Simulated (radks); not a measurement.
# Nuclear size and the levels of Ca⁸⁺

The task here is to estimate one member of a computed series from the others.

The numbers are computed with radks (a radial shooting solver on a logarithmic mesh, Libxc functionals) version 1 (Dirac Kohn-Sham, BLYP, spin-unpolarised, spherical densities, finite nucleus), except any that are marked as measured or tabulated.

## The atom as given

| Property | Result |
| --- | --- |
| element | calcium (Z = 20) |
| charge | +8 |
| electrons | 12 |
| configuration | [Ne] 3s2 |
| nuclear rms radius | 3.4776 fm |

Outer shells as boxes (Hund's rule):

Ca⁸⁺
```
[Ne] core
3s [↑↓]
```

The first run:

Settings of this run:

```text
Z 20
configuration [Ne] 3s2 3p0 4s0
relativity Dirac
functional b88,lyp
spin unpolarised
j_filling average
nucleus finite rms 3.4776 fm
c 137.035999084
```

Among the steps run: rms radius 3.4776 fm.

One table of the session follows, with a row left open; its other results are not shown here.

It belongs to the step «rms radius 3.4776 fm». Sizes of the orbitals, from the radial functions (bohr):

| level | <r> | outermost maximum (interpolated) | 90 % within | nodes |
| --- | --- | --- | --- | --- |
| 1s1/2 | 0.07681 | 0.0503 | 0.137 | 0 |
| 2s1/2 | 0.3611 | 0.299 | 0.561 | 1 |
| 2p1/2 | 0.3219 | 0.243 | 0.530 | 0 |
| 2p3/2 | 0.3243 | 0.245 | 0.534 | 0 |
| 3s1/2 | ? | ? | ? | ? |
| 3p1/2 | 1.017 | 0.920 | 1.51 | 1 |
| 3p3/2 | 1.021 | 0.925 | 1.52 | 1 |
| 4s1/2 | 2.004 | 1.99 | 2.82 | 3 |

Q: Estimate the row for 3s1/2 from the others.

As computed: <r>: 0.9988; outermost maximum (interpolated): 0.913; 90 % within: 1.46; nodes: 2. In the column «<r>» it lies between 2s1/2 (0.3611) and 3p1/2 (1.017).
